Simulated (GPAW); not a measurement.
# Ga3Se (Pm-3m) in GPAW: settings compared, part 2 of 2

GPAW 26.7.0.

### 4 Single point, TB-mBJ

File run.py:

```python
from ase import Atoms
from ase.dft.bandgap import bandgap
from ase.io import write
from gpaw import GPAW, PW

atoms = Atoms(['Se', 'Ga', 'Ga', 'Ga'],
              cell=[[4.432465, 0.0, 0.0],
                    [0.0, 4.432465, 0.0],
                    [0.0, 0.0, 4.432465]],
              scaled_positions=[[0.0, 0.0, 0.0],
                                [0.5, 0.5, 0.0],
                                [0.5, 0.0, 0.5],
                                [0.0, 0.5, 0.5]],
              pbc=True)

calc = GPAW(mode=PW(600),
            xc='TB09',
            kpts={'size': (6, 6, 6), 'gamma': True},
            occupations={'name': 'fermi-dirac', 'width': 0.05},
            nbands=18,
            convergence={'density': 1e-05, 'energy': 1e-05},
            eigensolver='cg',
            maxiter=150,
            txt='gpaw.txt')
atoms.calc = calc
energy = atoms.get_potential_energy()
calc.write('gs.gpw')
write('result.traj', atoms)
print('Fermi level:', round(calc.get_fermi_level(), 4), 'eV')
print(f'Gap: {bandgap(calc)[0]:.4f} eV, direct: {bandgap(calc, direct=True)[0]:.4f} eV')
```

Potentials or basis: GPAW PAW data sets for LDA (gpaw-data 1.2.1), pw.

The run is started by

```console
$ OMP_NUM_THREADS=1 python run.py
```

gpaw.txt:

```text
___ ___ ___ _ _ _
 |   |   |_  | | | |
 | | | | | . | | | |
 |__ |  _|___|_____|  26.7.0
 |___|_|

Input parameters:
  convergence: {density: 1e-05,
                energy: 1e-05}
  eigensolver: cg
  kpts: {gamma: True,
         size: (6, 6, 6)}
  maxiter: 150
  mode: {ecut: 600.0,
         name: pw}
  nbands: 18
  occupations: {name: fermi-dirac,
                width: 0.05}
  xc: TB09

System changes: positions, numbers, cell, pbc, initial_charges, initial_magmoms

Initialize ...

species:
  Se:
    name:    Selenium
    Z:       34.0
    valence: 6
    core:    28
    charge:  0.0  # [|e|]
    compensation charges:
      type: gauss
      rc: 0.27  # [Å]
      lmax: 2
    cutoffs:
      filter: 1.77  # [Å]
      core: 2.67  # [Å]
    projectors
    | kind |    occ | energy [eV] | rcut [Å] |
    |------|--------|-------------|----------|
    |   4s |  2.000 |     -17.472 |    0.847 |
    |   4p |  4.000 |      -6.656 |    1.005 |
    |    s |        |       9.739 |    0.847 |
    |    p |        |      20.555 |    1.005 |
    |    d |        |       0.000 |    0.847 |

    Using partial waves for Se as LCAO basis

  Ga:
    name:    Gallium
    Z:       31.0
    valence: 3
    core:    28
    charge:  0.0  # [|e|]
    compensation charges:
      type: gauss
      rc: 0.37  # [Å]
      lmax: 2
    cutoffs:
      filter: 2.06  # [Å]
      core: 4.17  # [Å]
    projectors
    | kind |    occ | energy [eV] | rcut [Å] |
    |------|--------|-------------|----------|
    |   4s |  2.000 |      -9.167 |    1.164 |
    |   4p |  1.000 |      -2.734 |    1.164 |
    |    s |        |      18.045 |    1.164 |
    |    p |        |      24.478 |    1.164 |
    |    d |        |       0.000 |    1.164 |

    Using partial waves for Ga as LCAO basis

Reference energy: -224441.341949  # eV

Spin-paired calculation

Convergence criteria:
 Maximum [total energy] change in last 3 cyles: 1e-05 eV / valence electron
 Maximum integral of absolute [dens]ity change: 1e-05 electrons / valence electron
 Maximum integral of absolute [eigenst]ate change: 4e-08 eV^2 / valence electron
 Maximum number of scf [iter]ations: 150
 (Square brackets indicate name in SCF output, whereas a 'c' in
 the SCF output indicates the quantity has converged.)

Symmetries present (total): 48

  ( 1  0  0)  ( 1  0  0)  ( 1  0  0)  ( 1  0  0)  ( 1  0  0)  ( 1  0  0)
  ( 0  1  0)  ( 0  1  0)  ( 0  0  1)  ( 0  0  1)  ( 0  0 -1)  ( 0  0 -1)
  ( 0  0  1)  ( 0  0 -1)  ( 0  1  0)  ( 0 -1  0)  ( 0  1  0)  ( 0 -1  0)

  ( 1  0  0)  ( 1  0  0)  ( 0  1  0)  ( 0  1  0)  ( 0  1  0)  ( 0  1  0)
  ( 0 -1  0)  ( 0 -1  0)  ( 1  0  0)  ( 1  0  0)  ( 0  0  1)  ( 0  0  1)
  ( 0  0  1)  ( 0  0 -1)  ( 0  0  1)  ( 0  0 -1)  ( 1  0  0)  (-1  0  0)

  ( 0  1  0)  ( 0  1  0)  ( 0  1  0)  ( 0  1  0)  ( 0  0  1)  ( 0  0  1)
  ( 0  0 -1)  ( 0  0 -1)  (-1  0  0)  (-1  0  0)  ( 1  0  0)  ( 1  0  0)
  ( 1  0  0)  (-1  0  0)  ( 0  0  1)  ( 0  0 -1)  ( 0  1  0)  ( 0 -1  0)

  ( 0  0  1)  ( 0  0  1)  ( 0  0  1)  ( 0  0  1)  ( 0  0  1)  ( 0  0  1)
  ( 0  1  0)  ( 0  1  0)  ( 0 -1  0)  ( 0 -1  0)  (-1  0  0)  (-1  0  0)
  ( 1  0  0)  (-1  0  0)  ( 1  0  0)  (-1  0  0)  ( 0  1  0)  ( 0 -1  0)

  ( 0  0 -1)  ( 0  0 -1)  ( 0  0 -1)  ( 0  0 -1)  ( 0  0 -1)  ( 0  0 -1)
  ( 1  0  0)  ( 1  0  0)  ( 0  1  0)  ( 0  1  0)  ( 0 -1  0)  ( 0 -1  0)
  ( 0  1  0)  ( 0 -1  0)  ( 1  0  0)  (-1  0  0)  ( 1  0  0)  (-1  0  0)

  ( 0  0 -1)  ( 0  0 -1)  ( 0 -1  0)  ( 0 -1  0)  ( 0 -1  0)  ( 0 -1  0)
  (-1  0  0)  (-1  0  0)  ( 1  0  0)  ( 1  0  0)  ( 0  0  1)  ( 0  0  1)
  ( 0  1  0)  ( 0 -1  0)  ( 0  0  1)  ( 0  0 -1)  ( 1  0  0)  (-1  0  0)

  ( 0 -1  0)  ( 0 -1  0)  ( 0 -1  0)  ( 0 -1  0)  (-1  0  0)  (-1  0  0)
  ( 0  0 -1)  ( 0  0 -1)  (-1  0  0)  (-1  0  0)  ( 0  1  0)  ( 0  1  0)
  ( 1  0  0)  (-1  0  0)  ( 0  0  1)  ( 0  0 -1)  ( 0  0  1)  ( 0  0 -1)

  (-1  0  0)  (-1  0  0)  (-1  0  0)  (-1  0  0)  (-1  0  0)  (-1  0  0)
  ( 0  0  1)  ( 0  0  1)  ( 0  0 -1)  ( 0  0 -1)  ( 0 -1  0)  ( 0 -1  0)
  ( 0  1  0)  ( 0 -1  0)  ( 0  1  0)  ( 0 -1  0)  ( 0  0  1)  ( 0  0 -1)

216 k-points: 6 x 6 x 6 Monkhorst-Pack grid + [1/12,1/12,1/12]
20 k-points in the irreducible part of the Brillouin zone
       k-points in crystal coordinates                weights
   0:     0.00000000    0.00000000    0.00000000          1/216
   1:     0.16666667    0.00000000    0.00000000          6/216
   2:     0.16666667    0.16666667    0.00000000         12/216
   3:     0.16666667    0.16666667    0.16666667          8/216
   4:     0.33333333    0.00000000    0.00000000          6/216
   5:     0.33333333    0.16666667    0.00000000         24/216
   6:     0.33333333    0.16666667    0.16666667         24/216
   7:     0.33333333    0.33333333    0.00000000         12/216
   8:     0.33333333    0.33333333    0.16666667         24/216
   9:     0.33333333    0.33333333    0.33333333          8/216
          ...
  19:     0.50000000    0.50000000    0.50000000          1/216

Wave functions: Plane wave expansion
  Cutoff energy: 600.000 eV
  Number of coefficients (min, max): 2862, 2945
  Pulay-stress correction: 0.000000 eV/Ang^3 (de/decut=0.000000)
  Using FFTW library
  ScaLapack parameters: grid=1x1, blocksize=None
  Wavefunction extrapolation:
    Improved wavefunction reuse through dual PAW basis

Occupation numbers: Fermi-Dirac:
  width: 0.0500  # eV

Eigensolver
   CG(niter=4, rtol=3.0e-01)

Densities:
  Coarse grid: 27*27*27 grid
  Fine grid: 54*54*54 grid
  Total Charge: 0.000000

Density mixing:
  Method: separate
  Backend: msr1
  Linear mixing parameter: 0.05
  old densities: 10
  Width of damping distribution: 1.1
  Damping of long wavelength oscillations: 20

Hamiltonian:
  XC and Coulomb potentials evaluated on a 54*54*54 grid
  Using the TB09 Exchange-Correlation functional
  External potential:
    NoExternalPotential

XC parameters: TB09 with 2 nearest neighbor stencil

Number of atoms: 4
Number of atomic orbitals: 16
Number of bands in calculation: 18
Number of valence electrons: 15
Bands to converge: occupied

... initialized

Initializing position-dependent things.

Density initialized from atomic densities
Creating initial wave functions:
  16 bands from LCAO basis set
  2 bands from random numbers

    .----------.
   /|          |
  / |          |
 *  |          |
 | Ga          |
 |  .----------.
 | /   Gaa    /
 |/          /
 Se---------*

Atomic positions and initial magnetic moments

Positions:
   0 Se     0.000000    0.000000    0.000000    ( 0.0000,  0.0000,  0.0000)
   1 Ga     2.216232    2.216232    0.000000    ( 0.0000,  0.0000,  0.0000)
   2 Ga     2.216232    0.000000    2.216232    ( 0.0000,  0.0000,  0.0000)
   3 Ga     0.000000    2.216232    2.216232    ( 0.0000,  0.0000,  0.0000)

Unit cell:
           periodic     x           y           z      points  spacing
  1. axis:    yes    4.432465    0.000000    0.000000    27     0.1642
  2. axis:    yes    0.000000    4.432465    0.000000    27     0.1642
  3. axis:    yes    0.000000    0.000000    4.432465    27     0.1642

  Lengths:   4.432465   4.432465   4.432465
  Angles:   90.000000  90.000000  90.000000

Effective grid spacing dv^(1/3) = 0.1642

iter:   1  8224.077126
iter:   2  8226.526857   +0.90  -0.77
iter:   3  8226.972272   -0.19  -1.04
iter:   4  8227.732009   -1.16  -1.15
iter:   5  8229.029222   -1.23  -1.22
iter:   6  8227.870615   -1.69  -1.37
iter:   7  8228.489780   -1.74  -1.36
iter:   8  8227.949089   -2.16  -1.61
iter:   9  8227.835398   -2.43  -1.70
iter:  10  8227.520516   -2.53  -1.82
iter:  11  8227.592308   -3.42  -2.20
iter:  12  8227.329526   -3.08  -2.19
iter:  13  8227.371312   -3.41  -2.60
iter:  14  8227.348735   -4.31  -2.77
iter:  15  8227.354969   -4.80  -3.00
iter:  16  8227.344143   -5.44  -3.14
iter:  17  8227.341231   -5.89  -3.51
iter:  18  8227.336772   -6.26  -3.60
iter:  19  8227.335325   -6.55  -4.07
iter:  20  8227.334750   -7.17  -4.18
iter:  21  8227.333732   -7.60c -4.53
iter:  22  8227.333833   -8.36c -4.52
iter:  23  8227.333829c  -8.94c -4.55
iter:  24  8227.333600   -8.34c -4.54
iter:  25  8227.333321   -7.51c -4.69
iter:  26  8227.333629   -7.77c -4.67
iter:  27  8227.333617   -8.06c -4.89
iter:  28  8227.333710c  -8.44c -5.03c

Converged after 28 iterations.

Dipole moment: (-0.000000, -0.000000, -0.000000) |e|*Ang

Energy contributions relative to reference atoms: (reference = -224441.341949)

Kinetic:        -15.176338
Potential:      +15.099927
External:        +0.000000
XC:            +8227.691278
Entropy (-ST):   -0.012395
Local:           -0.274958
SIC:             +0.000000
--------------------------
Free energy:   +8227.327512
Extrapolated:  +8227.333710

Showing only first 2 kpts
 Kpt  Band  Eigenvalues  Occupancy
  0     5      3.09166    2.00000
  0     6      3.09166    2.00000
  0     7      7.36292    0.00000
  0     8      7.36292    0.00000

  1     5      3.23279    2.00000
  1     6      4.30733    2.00000
  1     7      7.00370    0.00000
  1     8      7.00370    0.00000

Fermi level: 5.78455

No gap
No difference between direct/indirect transitions
Writing to gs.gpw (mode='')
```

Run time: 48 s. Hardware: 1 thread of Arm Neoverse V2, shared host; peak memory 0.26 GiB.

Results:

| Item | Value |
| --- | --- |
| Band gap on the k mesh | none (metal or under the smearing width) |

Caveat: a model potential gives levels but no total energy.
